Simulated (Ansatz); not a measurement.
# LaBi, space group Fm-3m: a frozen displacement of one atom

Program: Ansatz 0.2.0 through its Python package.

Input file `labi.extxyz`:
```text
2
Lattice="0.0 3.2825 3.2825 3.2825 0.0 3.2825 3.2825 3.2825 0.0" Properties=species:S:1:pos:R:3 pbc="T T T"
La    0.00000000    0.00000000    0.00000000
Bi    3.28250000    3.28250000    3.28250000
```

The cells in order, each with its output:

In [1]:
```python
from dataclasses import dataclass
import warnings

import ansatz
import numpy as np
```

In [2]:
```python
@dataclass
class Options:
    xc: str = "lda"
    mesh: tuple[int, ...] = (6, 6, 6)
    smearing: str = "Fermi-Dirac"
```

In [3]:
```python
cfg = Options()
```

In [4]:
```python
warnings.simplefilter("ignore", ansatz.DeckWarning)

structure = ansatz.Crystal.from_extxyz("labi.extxyz")
```

In [5]:
```python
inverse = np.linalg.inv(np.array(structure.lattice.vectors))
home = np.array(structure.sites[1].position)
values = np.linspace(-0.05, 0.05, 5)
energies, pulls = [], []
for shift in values:
    moved = structure.move(1, to=home + shift * inverse[2])
    model = (
        moved.calculation()
        .functional(cfg.xc)
        .kpoints(*cfg.mesh, center="gamma")
        .occupations(cfg.smearing)
        .forces()
    )
    r = model.run(threads=1, backend="cpu").report
    energies.append(r["free_energy_ev"])
    pulls.append(r["forces_ev_ang"][1][2])
```

In [6]:
```python
# the force is minus the slope of the free energy
print("shift (A)   dE (eV)   force along z (eV/A)")
for shift, e, f in zip(values, energies, pulls):
    print(f"{shift:8.3f} {e - energies[2]:10.5f} {f:12.4f}")
print(f"stiffness from energies {2 * np.polyfit(values, energies, 2)[0]:.3f}, from forces {-np.polyfit(values, pulls, 1)[0]:.3f} eV/A^2")
```
```text
shift (A)   dE (eV)   force along z (eV/A)
  -0.050    0.00419       0.1683
  -0.025    0.00104       0.0836
   0.000    0.00000       0.0000
   0.025    0.00104      -0.0836
   0.050    0.00419      -0.1683
stiffness from energies 3.352, from forces 3.361 eV/A^2
```

The curvature of the energy gives 3.352 eV/Å² and the slope of the force 3.361 eV/Å², a positive curvature.

Reading the output:
- For a metal this k-point mesh is coarse: on a finer one energies can move by several to tens of meV an atom and pressures by half a GPa or more, differences at one mesh by less.
- In a metal a curvature from energy changes of a few meV or less hangs on mesh and smearing, in size and even in sign.
- Of the deposited cell: the entry's cell lengths or inner coordinates differ somewhat from later room-temperature determinations.
- Spin-orbit coupling, which matters for elements this heavy, is left out.
- The starting cell is as deposited in a crystallographic database; the results hold for this polymorph, which needn't be the stable one.
- All periodic images of the atom move with it, so the curvature is one diagonal element of the zone-centre force constants and no normal mode; a positive value doesn't exclude soft modes in which several atoms move.
- Wall time of the script: 15 s on 1 thread of Arm Neoverse V1 (shared host), peak memory 0.43 GiB.

(Lines on the test bed's own set-up are left out of the output.)
